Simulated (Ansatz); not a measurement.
# BaTiO3, space group Pm-3m: a scan of the Hubbard U

Computed with Ansatz's Python interface.

At the Python prompt:
```pycon
>>> import ansatz as az
>>> from ase import Atoms
>>> import numpy as np
>>> def count_gap(report):
...     # lowest empty less highest filled band, counting bands; zero where they overlap
...     return max(report.get("gap_by_band_count_ev") or 0.0, 0.0)
...
>>> atoms = Atoms(
...     ["Ba", "Ti", "O", "O", "O"],
...     scaled_positions=[
...         (0.5, 0.5, 0.5),
...         (0.0, 0.0, 0.0),
...         (0.5, 0.0, 0.0),
...         (0.0, 0.5, 0.0),
...         (0.0, 0.0, 0.5),
...     ],
...     cell=[
...         (4.006, 0.0, 0.0),
...         (0.0, 4.006, 0.0),
...         (0.0, 0.0, 4.006),
...     ],
...     pbc=True,
... )
>>> crystal = az.Crystal.from_ase(atoms)
>>> len(crystal.resolved().sites)
5
>>> setup = (
...     crystal.calculation()
...     .functional("LDA")
...     .kpoints(4, 4, 4)
...     .occupations("Marzari-Vanderbilt", width=0.01)
...     .band_table()
... )
>>> rows = []
>>> for u in [2.0, 4.0, 6.0, 8.0]:
...     report = setup.hubbard("Ti", "d", u_eff=u).run().report
...     shell = report["hubbard"]["n_scf"]
...     rows.append((u, count_gap(report), sum(shell) / len(shell), report["n_iterations"]))
...
DeckWarning: basis.ecutwfc = 420 eV, auto-derived from the records' recommended cutoffs: set by Ba (normal level)
>>> lines = [",".join(["U_eff eV", "gap by band count eV", "Ti d occupation (projector)", "iterations"])] + [",".join(f"{v:.4f}" if isinstance(v, float) else str(v) for v in row) for row in rows]
>>> print("\n".join(lines))
U_eff eV,gap by band count eV,Ti d occupation (projector),iterations
2.0000,1.9014,2.3012,8
4.0000,2.1341,2.2117,8
6.0000,2.4105,2.1168,9
8.0000,2.7420,2.0171,9
>>> with open("plus_u.csv", "w") as handle:
...     handle.write("\n".join(lines) + "\n")
...
161
>>> print("eigenvalues of the first occupation matrix at the last U, by spin:")
eigenvalues of the first occupation matrix at the last U, by spin:
>>> for channel in report["hubbard"]["n_eig"][0]:
...     print("  ", " ".join(f"{n:.3f}" for n in channel))
...
   0.145 0.145 0.145 0.287 0.287
```

From U = 2 to 8 eV the gap on the mesh goes from 1.90 eV to 2.74 eV.

The run is spin-unpolarised. Semilocal gaps usually lie well under measured ones. This is a high-temperature or high-pressure form, not the ambient phase. In a crystal with a gap the Fermi level's place inside it depends on smearing and mesh. The starting cell is as deposited in a crystallographic database; the results hold for this polymorph, which needn't be the stable one. Levels are Kohn-Sham eigenvalues on this mesh, without spin-orbit coupling. Warnings are shown shortened and without file and line. Shell occupations and the effect of U depend on the projectors; a run with no .spin step is spin-unpolarised, and each U may end in a state that isn't the lowest. Timing: 7.5 s on 1 thread of Intel(R) Xeon(R) Platinum 8375C CPU @ 2.90GHz (Ice Lake), with other jobs on the host, peak memory 0.43 GiB.
